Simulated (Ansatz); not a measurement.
**C₂H₇InN radical: from a rough start to a stationary point**

Aim: relax C₂H₇InN radical from a cheap starting geometry, then compute its harmonic vibrations to see whether it is a minimum and to get the zero-point energy and entropy, and look at its orbitals and charge.

Method: UKS PBE0-D4/def2-TZVP; program: Ansatz 0.2.0, Gaussian basis.

Levels to be run: relaxation at PBE0-D4/def2-TZVP; harmonic vibrations at the same level; a single point in def2-TZVPP for the fields.

**1. The starting structure**

SMILES `[CH2][N](C)[InH2]`, 11 atoms, charge 0, spin multiplicity 2.

Atoms are counted from 1 here; the program's logs count them from 0.

Bond lengths: C1–N2 1.252 Å, C1–H5 1.081 Å, C1–H6 1.093 Å, N2–C3 1.429 Å, N2–In4 2.609 Å, C3–H7 1.092 Å, C3–H8 1.091 Å, C3–H9 1.096 Å, In4–H10 2.169 Å, In4–H11 2.163 Å. Angles: N2–C1–H5 117.9°, N2–C1–H6 123.5°, H5–C1–H6 118.6°, C1–N2–C3 121.3°, C1–N2–In4 114.3°, C3–N2–In4 118.4°, N2–C3–H7 107.2°, N2–C3–H8 108.5°, N2–C3–H9 113.2°, H7–C3–H8 107.8°, H7–C3–H9 110.1°, H8–C3–H9 109.9°, N2–In4–H10 87.9°, N2–In4–H11 81.4°, H10–In4–H11 116.8°.

The start is a GFN2-xTB geometry. In takes the def2 core potential; no spin-orbit term is included.

**2. Relaxation at PBE0-D4/def2-TZVP**

in.yaml reads:

```yaml
crystal:
  periodic: [false, false, false]
  atoms:
    - {symbol: C, position_ang: [-0.519770, 1.240470, 0.113220]}
    - {symbol: N, position_ang: [0.250710, 0.261620, 0.242490]}
    - {symbol: C, position_ang: [0.129070, -0.638130, 1.346040]}
    - {symbol: In, position_ang: [1.211370, -0.652130, -2.005080]}
    - {symbol: H, position_ang: [-0.394520, 1.871510, -0.755920]}
    - {symbol: H, position_ang: [-1.306210, 1.488460, 0.830690]}
    - {symbol: H, position_ang: [-0.022040, -1.637610, 0.932590]}
    - {symbol: H, position_ang: [1.072550, -0.643190, 1.894560]}
    - {symbol: H, position_ang: [-0.694600, -0.382330, 2.021930]}
    - {symbol: H, position_ang: [0.613610, 1.218620, -2.926730]}
    - {symbol: H, position_ang: [-0.340180, -2.127280, -1.693800]}
basis:
  gaussian: {orbitals: def2-TZVP}
magnetization: {spin_polarized: true, initial_magnetization: 1}
hamiltonian: {xc: pbe0, dispersion: d4}
relax: {f_tol: 0.005, max_steps: 150}
```

Started as:

```console
ansatz run in.yaml --threads 4 --pin off --events-out ev --progress --plain --max-ram 10444MiB
```

After this run come: Force constants and modes; Orbitals, density and potential.

Before running them: what should the planned runs give, taken together? Wanted: point group; shift from the start; total energy; dispersion term; dipole moment; lowest, highest wavenumber; zero-point energy; HOMO, LUMO.

As calculated:

```
                  quantity            value
               point group               C1
                     steps               19
shift from the start (rms)          0.385 Å
              total energy    -8847.1797 eV
           dispersion term         -182 meV
             dipole moment           4.83 D
lowest, highest wavenumber    99, 3196 cm⁻¹
         zero-point energy     212.6 kJ/mol
       entropy at 298.15 K  359.2 J/(mol K)
   HOMO, LUMO (alpha spin)  -4.39, -1.52 eV
```

The relaxed geometry lies 0.39 Å (rms) from the start; the bond that changed most is In4–H10, from 2.169 to 1.760 Å. All wavenumbers are real, so the end point is a minimum. The stiffest mode, 3196 cm⁻¹, is a C–H stretch, and 4 modes under 200 cm⁻¹ make the vibrational entropy uncertain. Harmonic hybrid wavenumbers usually lie a few per cent above measured fundamentals. The largest Mulliken charge, -0.27 e, sits on C3. The alpha HOMO lies mostly on In4 62 %; H10, H11 about 14 % each and the LUMO on N2 34 %; C1 34 %. The unpaired spin sits mainly on In4 63 %; H10, H11 about 13 % each.
